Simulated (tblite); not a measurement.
# C7H16BOP: the cost of one run

The runs use tblite 0.8.0 and PySCF 2.14.0, with density-fitted response routines of our own; the level of theory stands in each step. All values are computed, except where a source is named. Atoms count from 0, in the outputs and in this text.

## Step 1: Starting geometry

26 atoms, charge 0, multiplicity 1; geometry from: force field or distance geometry start.

Bonds of the start (Å): B0–P1 1.88, P1–C2 1.80, C2–O3 1.39, O3–C4 1.41, P1–C5 1.79, C5–C6 1.32, C6–C7 1.49, C7–C8 1.53, C8–C9 1.54, C9–C5 1.49, B0–H10 1.18, B0–H11 1.19, B0–H12 1.21, P1–H13 1.41, C2–H14 1.13, C2–H15 1.10, C4–H16 1.10, C4–H17 1.12, C4–H18 1.11, C6–H19 1.07, C7–H20 1.11, C7–H21 1.11, C8–H22 1.11, C8–H23 1.10, C9–H24 1.12, C9–H25 1.11.

## Step 2: Geometry optimisation with GFN2-xTB

What the job is given:

```
{"job": {"kind": "relax", "xc": "GFN2-xTB", "basis": "xTB"}, "charge": 0, "multiplicity": 1}
B     -0.667400     2.754300    -0.562300
P     -0.680500     1.145600     0.416400
C     -2.055500     0.095800    -0.095300
O     -2.045200    -1.089000     0.639400
C     -3.105800    -1.926400     0.235000
C      0.862500     0.268900     0.157500
C      1.270600    -0.157000    -1.026600
C      2.585000    -0.852900    -0.939800
C      2.966900    -0.796500     0.540800
C      1.815900    -0.059500     1.254000
H      0.279200     3.398800    -0.269600
H     -0.650800     2.506900    -1.724500
H     -1.668000     3.376000    -0.300200
H     -0.807700     1.438900     1.792300
H     -3.009100     0.673700     0.084500
H     -1.951600    -0.104000    -1.174500
H     -3.082800    -2.853800     0.831400
H     -2.993200    -2.216700    -0.841800
H     -4.090800    -1.433600     0.404100
H      0.713400    -0.020500    -1.935200
H      3.324700    -0.324600    -1.568900
H      2.466700    -1.907600    -1.280700
H      3.086600    -1.810500     0.967100
H      3.911000    -0.246300     0.667800
H      2.185300     0.878500     1.736100
H      1.319600    -0.715700     2.006300
```

The run is started by

```
$ OMP_NUM_THREADS=1 python probes_run.py task.json out
```

One launch serves the whole session: the jobs run in the order shown.

Q: Estimate the wall time and peak memory of this first job on 1 thread of Arm Neoverse V1, shared host.

About 1.8 s, with a peak of 0.18 GiB.
